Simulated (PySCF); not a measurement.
**[Hf(NH2)3]+: other functionals and bases at one geometry**

One table from this session's results is given with a row withheld; the runs are named, their logs left out.

Computed with PySCF 2.14.0. Level: several levels, as the steps say, no spin–orbit coupling.

1 further run of the same task is left out (for a known fault of the program).

## The system as given

10 atoms, charge 1, spin multiplicity 1.

Bond lengths: Hf1–N2 1.983 Å, Hf1–N5 1.984 Å, Hf1–N8 1.983 Å, N2–H3 1.023 Å, N2–H4 1.022 Å, N5–H6 1.023 Å, N5–H7 1.023 Å, N8–H9 1.022 Å, N8–H10 1.022 Å. Angles: N2–Hf1–N5 112.4°, N2–Hf1–N8 111.9°, N5–Hf1–N8 112.3°, Hf1–N2–H3 125.6°, Hf1–N2–H4 126.7°, H3–N2–H4 107.2°, Hf1–N5–H6 126.1°, Hf1–N5–H7 126.4°, H6–N5–H7 107.1°, Hf1–N8–H9 126.0°, Hf1–N8–H10 126.4°, H9–N8–H10 107.2°.

As a file:

```xyz
10
charge 1, multiplicity 1
Hf   -0.0800    0.0458    0.6396
N     1.8753    0.0145    0.3091
H     2.4512   -0.8257    0.2196
H     2.4698    0.8146    0.0828
N    -0.9531    1.6459   -0.1428
H    -0.4995    2.5385   -0.3513
H    -1.9042    1.6969   -0.5147
N    -0.9535   -1.6419    0.0728
H    -0.4885   -2.5419   -0.0644
H    -1.9175   -1.7466   -0.2507
```

Formal oxidation states: Hf +4. An earlier session relaxed this geometry at PBE0, Hf def2-SVP with ECP60, N def2-SVP, H def2-SVP (singlet, point group C3).

At PBE0 on the finer grid: E = -215.415538 Eh, HOMO -12.45 eV, LUMO -6.88 eV, Mulliken charge on Hf1 +1.19 e, largest force component 0.018 eV/Å. 

Levels to run: TPSSh; M06-L; PBE0, TZVP. Hardware: 2 threads of Arm Neoverse V1, shared host.

The first run:

run.py (the lines that set the calculation)

```python
mol = gto.M(atom='''
Hf    -0.08004     0.04580     0.63961
N      1.87531     0.01454     0.30911
H      2.45119    -0.82573     0.21961
H      2.46983     0.81458     0.08278
N     -0.95309     1.64586    -0.14282
H     -0.49950     2.53846    -0.35134
H     -1.90422     1.69692    -0.51465
N     -0.95346    -1.64194     0.07284
H     -0.48850    -2.54189    -0.06441
H     -1.91752    -1.74660    -0.25072''',
    basis={'Hf': 'def2-SVP', 'N': 'def2-SVP', 'H': 'def2-SVP'},
    ecp={'Hf': 'def2-SVP'},
    charge=1, spin=0)
mf = dft.RKS(mol, xc='TPSSH')
mf.grids.atom_grid = (75, 302)
mf = mf.density_fit()  # fitting sets: Hf def2-universal-JKFIT, N def2-universal-JKFIT, H def2-universal-JKFIT
mf.conv_tol = 1e-08; mf.max_cycle = 55
mf.kernel(dm0)  # dm0: the density of the relaxed state
```

Command:

```
OMP_NUM_THREADS=2 python run.py
```

Among the steps run: TPSSh; M06-L; PBE0, TZVP.

One of the session's tables, all rows but one given; the rest of the session is left out.

```
              level  HOMO (eV)  gap (eV)  charge on Hf1 (e)  dipole (D)  largest force component (eV/Å)
PBE0 (relaxed here)     -12.45      5.58               1.19        0.73                            0.02
              TPSSh     -11.67      4.54               1.18        0.71                            0.27
              M06-L     -11.25      4.39               1.34        0.83                            0.42
         PBE0, TZVP          ?         ?                  ?           ?                               ?
```

Estimate the missing values for PBE0, TZVP.

**Answer.** HOMO (eV): -12.54; gap (eV): 5.56; charge on Hf1 (e): 1.51; dipole (D): 0.82; largest force component (eV/Å): 0.34. In the column «HOMO (eV)» it is the lowest.

The dipole of a charged species depends on the origin, so these sizes hold for this origin alone.

In one basis the HOMO–LUMO gap runs from 4.39 eV (M06-L) to 5.58 eV (PBE0). The largest leftover force, 0.42 eV/Å with M06-L, stands at a geometry relaxed at another level. Total energies of different levels can't be compared.
